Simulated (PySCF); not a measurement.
# CH7NOSi (SMILES OCN[SiH3]): levels of theory compared

Aim: a comparison of 5 runs (HF/STO-3G, HF/3-21G, B3LYP/6-31G*, CAM-B3LYP/cc-pVDZ, M06-2X/cc-pVDZ) of CH7NOSi. The job is set up through a Python script.

The calculation is run with PySCF 2.14.0.

1 further run of the same task is left out (set aside as unsound or not needed).

## 1. Starting point

CH7NOSi has 11 atoms, charge 0, and is taken as a singlet. As SMILES, `OCN[SiH3]`. The N3–H8 distance was set to 1.513 Å, away from the relaxed value. At this shape a bond of the SMILES string is far longer than usual.

Bond lengths: O1–C2 1.405 Å, C2–N3 1.432 Å, N3–Si4 1.720 Å, O1–H5 0.962 Å, C2–H6 1.095 Å, C2–H7 1.100 Å, Si4–H9 1.487 Å, Si4–H10 1.492 Å, Si4–H11 1.485 Å. Some angles: O1–C2–N3 112.6°, C2–N3–Si4 124.6°, O1–C2–H6 104.7°, O1–C2–H7 111.2°, N3–C2–H6 112.6°, N3–C2–H7 107.8°, C2–O1–H5 107.2°, N3–Si4–H9 108.0°, N3–Si4–H10 115.2°, N3–Si4–H11 107.6°. A long bond or contact: N3–H8 1.513 Å.

## 2. A single-point energy at HF/STO-3G (run 1)

input.py

```python
from pyscf import gto

molecule = gto.Mole()
molecule.atom = [
    ('O', (-1.213850, 1.911600, -0.174650)),
    ('C', (-0.015650, 1.300900, 0.233150)),
    ('N', (0.015650, -0.101200, -0.058450)),
    ('Si', (0.466650, -1.322800, 1.064950)),
    ('H', (-1.936550, 1.394200, 0.194450)),
    ('H', (0.771050, 1.856200, -0.287550)),
    ('H', (0.144950, 1.423700, 1.314150)),
    ('H', (0.033200, -0.410500, -1.539700)),
    ('H', (-0.218550, -1.037400, 2.353850)),
    ('H', (1.928550, -1.412400, 1.351850)),
    ('H', (0.031250, -2.628500, 0.506450)),
]
molecule.max_memory = 1860
molecule.spin = 0
molecule.basis = 'sto-3g'
molecule.verbose = 3
molecule.build()

mf = molecule.RHF()
mf.conv_tol = 1e-10
mf.kernel()
if not mf.converged:
    mf = mf.newton().run(mf.mo_coeff, mf.mo_occ)

etot = mf.e_tot
print('E = %.10f Eh' % etot)
```

Started as:

```bash
$ OMP_NUM_THREADS=1 python input.py
```

The log of the run:

```text
converged SCF energy = -454.532137491742
E = -454.5321374917 Eh
```

It took 0.7 s on 1 thread of Arm Neoverse V2, shared host; peak memory 0.12 GiB.

## 3. The energy at HF/3-21G (run 2)

calc.py

```python
from pyscf import gto, scf

mol = gto.M(
    atom=[
    ('O', (-1.213850, 1.911600, -0.174650)),
    ('C', (-0.015650, 1.300900, 0.233150)),
    ('N', (0.015650, -0.101200, -0.058450)),
    ('Si', (0.466650, -1.322800, 1.064950)),
    ('H', (-1.936550, 1.394200, 0.194450)),
    ('H', (0.771050, 1.856200, -0.287550)),
    ('H', (0.144950, 1.423700, 1.314150)),
    ('H', (0.033200, -0.410500, -1.539700)),
    ('H', (-0.218550, -1.037400, 2.353850)),
    ('H', (1.928550, -1.412400, 1.351850)),
    ('H', (0.031250, -2.628500, 0.506450)),
],
    basis='3-21g',
    max_memory=1860,
    charge=0,
    verbose=3,
)

mf = scf.RHF(mol)
mf.conv_tol = 1e-10
mf.kernel()
if not mf.converged:
    mf = mf.newton().run(mf.mo_coeff, mf.mo_occ)

etot = mf.e_tot
print('E(%s) = %.9f' % ('HF', etot))
```

Started as:

```bash
$ OMP_NUM_THREADS=1 python calc.py
```

The log of the run:

```text
converged SCF energy = -457.600260423994
E(HF) = -457.600260424
```

Wall time 0.66 s (1 thread of Arm Neoverse V2, shared host); peak memory 0.11 GiB.

Runs 3 to 4 aren't shown in full; the table further down has their settings and results.

## 4. The energy at M06-2X/cc-pVDZ (run 5)

job.py

```python
from pyscf import gto, dft

system = gto.Mole()
system.atom = [
    ('O', (-1.213850, 1.911600, -0.174650)),
    ('C', (-0.015650, 1.300900, 0.233150)),
    ('N', (0.015650, -0.101200, -0.058450)),
    ('Si', (0.466650, -1.322800, 1.064950)),
    ('H', (-1.936550, 1.394200, 0.194450)),
    ('H', (0.771050, 1.856200, -0.287550)),
    ('H', (0.144950, 1.423700, 1.314150)),
    ('H', (0.033200, -0.410500, -1.539700)),
    ('H', (-0.218550, -1.037400, 2.353850)),
    ('H', (1.928550, -1.412400, 1.351850)),
    ('H', (0.031250, -2.628500, 0.506450)),
]
system.verbose = 3
system.basis = 'cc-pvdz'
system.max_memory = 1860
system.build()

ks = dft.RKS(system)
ks.xc = 'm06-2x'
ks.conv_tol = 1e-10
ks.grids.level = 5
ks.kernel()
if not ks.converged:
    ks = ks.newton().run(ks.mo_coeff, ks.mo_occ)

e_tot = ks.e_tot
print('E = %.10f Eh' % e_tot)
```

Started as:

```bash
$ OMP_NUM_THREADS=1 python job.py
```

The log of the run:

```text
converged SCF energy = -461.604401348438
E = -461.6044013484 Eh
```

Run time: 50 s. Hardware: 1 thread of Arm Neoverse V2, shared host; peak memory 0.51 GiB.

## 5. The series

```csv
run,level,integration grid,energy (Eh),dipole moment (D),HOMO energy (eV),LUMO energy (eV),wall time
1,HF/STO-3G,–,-454.532137,1.57,-7.64,8.11,0.7 s
2,HF/3-21G,–,-457.600260,1.30,-10.21,3.27,0.66 s
3,B3LYP/6-31G* (spherical functions),5,-461.696216,0.76,-6.60,-1.43,18 s
4,CAM-B3LYP/cc-pVDZ,5,-461.630280,0.71,-8.22,-0.10,36 s
5,M06-2X/cc-pVDZ,5,-461.604401,0.75,-8.19,-0.22,50 s
```

## 6. Summary of results

```
            quantity          value
 run 5: total energy  -461.60440 Eh
run 5: dipole moment         0.75 D
  run 5: HOMO energy       -8.19 eV
  run 5: LUMO energy       -0.22 eV
run 5: HOMO–LUMO gap        7.96 eV
```

**Reading.** The dipole moment (its size) runs from 0.71 D (CAM-B3LYP/cc-pVDZ) to 1.57 D (HF/STO-3G). The two ends differ in method and basis. The HOMO–LUMO gap runs from 5.17 eV (B3LYP/6-31G*) to 15.75 eV (HF/STO-3G). Totals of different functionals can't be ranked against each other. In run 1 the basis is minimal, so the values are rough. All runs together took 1.7 min, the longest 50 s.
